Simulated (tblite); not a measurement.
**C2H5BN (SMILES B[N]C=C): GFN1-xTB**

We compute a structure relaxation of C2H5BN. Input form: a Python script.

Program for the calculation: tblite 0.8.0.

19 further runs of the same task are left out: 19 set aside as unsound or not needed.

## Step 1: The molecule

C2H5BN has 9 atoms, charge 0, and is taken as a doublet. As SMILES, `B[N]C=C`. The shape is that of a PBE0-D4/def2-TZVP optimisation. The run starts from this shape.

Bond lengths: B1–N2 1.342 Å, N2–C3 1.284 Å, C3–C4 1.392 Å, B1–H5 1.202 Å, B1–H6 1.202 Å, C3–H7 1.093 Å, C4–H8 1.082 Å, C4–H9 1.083 Å. Angles: B1–N2–C3 179.9°, N2–C3–C4 123.6°, N2–B1–H5 119.4°, N2–B1–H6 119.4°, N2–C3–H7 118.2°, C4–C3–H7 118.1°, C3–C4–H8 120.6°, C3–C4–H9 120.2°, H5–B1–H6 121.3°, H8–C4–H9 119.2°.

## Step 2: A structure relaxation at GFN1-xTB

Input file start.xyz:

```xyz
9

B     -0.864600     1.674800    -0.110400
N     -0.486400     0.387700    -0.106200
C     -0.126200    -0.844400    -0.102100
C      1.161000    -1.270600     0.212300
H     -1.300900     2.164000     0.896800
H     -0.758900     2.316900    -1.120700
H     -0.871400    -1.601800    -0.359600
H      1.410600    -2.323300     0.200400
H      1.925400    -0.549500     0.472300
```

Input file calc.py:

```python
import json
import numpy as np
from tblite.interface import Calculator
from tblite.interface import symbols_to_numbers
from scipy.optimize import minimize

symbols = list(map(str, np.loadtxt("start.xyz", skiprows=2, usecols=0, dtype=str, ndmin=1)))
numbers = np.array(symbols_to_numbers(symbols))
positions = np.loadtxt("start.xyz", skiprows=2, usecols=(1, 2, 3), ndmin=2) / 0.52917721

calc = Calculator("GFN1-xTB", numbers, positions, charge=0, uhf=1)
calc.set("verbosity", 0)
calc.set("accuracy", 0.01)
calc.add("spin-polarization", 1.0)
last, frames, energies, grads = [None], [], [], []

def fun(x):
    calc.update(x.reshape(-1, 3))
    last[0] = calc.singlepoint(last[0])
    return float(last[0].get('energy')), last[0].get('gradient').ravel()

def show(x):
    e, g = fun(x)
    frames.append(x.reshape(-1, 3).tolist())
    energies.append(e)
    grads.append(g.reshape(-1, 3).tolist())
    print(f"{len(energies) - 1:4d} {e:16.9f} {np.abs(g).max():12.3e} {np.linalg.norm(g):12.3e}")

print("step      energy/Eh       max grad     grad norm")
show(positions.ravel())
opt = minimize(fun, positions.ravel(), jac=True, method="BFGS", callback=show, options={"gtol": 3e-05, "maxiter": 500})
print("converged:", opt.success, "-", opt.message)
fun(opt.x)
sp = last[0]
final = opt.x.reshape(-1, 3)
print("final geometry (angstrom)")
for s, p in zip(symbols, final * 0.529177210903):
    print(f"{s:<2} {p[0]:12.6f} {p[1]:12.6f} {p[2]:12.6f}")
print(f"Total energy: {sp.get('energy'):.8f} Eh")
eps = np.atleast_2d(sp.get("orbital-energies")) * 27.211386
occ = np.atleast_2d(sp.get("orbital-occupations"))
filled = occ.sum(axis=0) if eps.shape[0] == 1 else occ[0]
homo = np.nonzero(filled > 0.5)[0].max()
print(f"HOMO {eps[0, homo]:.4f} eV")
if homo + 1 < eps.shape[1]:
    print(f"LUMO {eps[0, homo + 1]:.4f} eV, gap {eps[0, homo + 1] - eps[0, homo]:.4f} eV")
mu = sp.get("dipole") * 2.541746
print(f"dipole: {np.linalg.norm(mu):.4f} D, components " + " ".join(f"{c:.4f}" for c in mu))
q = sp.get("charges")
print("Charges:", " ".join(f"{s}{i + 1}={c:+.4f}" for i, (s, c) in enumerate(zip(symbols, q))))
out = {k: np.asarray(sp.get(k)).tolist() for k in ("energy", "gradient", "charges", "dipole", "orbital-energies", "orbital-occupations")}
out.update(symbols=symbols, positions=(positions * 0.529177210903).tolist(), final=final.tolist(), frames=frames, step_energies=energies, grads=grads, success=bool(opt.success))
json.dump(out, open("results.json", "w"))
```

The run is started by

```console
$ python calc.py
```

What values should one expect? Wanted: total energy at the end; dipole moment; HOMO energy; LUMO energy.

Computed results:

At GFN1-xTB:

| quantity | value |
| --- | --- |
| total energy at the end | -11.42698 Eh |
| dipole moment | 1.36 D |
| HOMO energy (as the program lists it) | -10.51 eV |
| LUMO energy (as the program lists it) | -6.25 eV |

At the final geometry: Bond lengths: B1–N2 1.335 Å, N2–C3 1.306 Å, C3–C4 1.371 Å, B1–H5 1.188 Å, B1–H6 1.188 Å, C3–H7 1.093 Å, C4–H8 1.079 Å, C4–H9 1.080 Å. Angles: B1–N2–C3 176.5°, N2–C3–C4 122.7°, N2–B1–H5 120.5°, N2–B1–H6 120.5°, N2–C3–H7 118.0°, C4–C3–H7 119.3°, C3–C4–H8 121.2°, C3–C4–H9 121.2°, H5–B1–H6 119.0°, H8–C4–H9 117.6°. The optimisation took 37 steps and changed the energy by -0.026 eV.
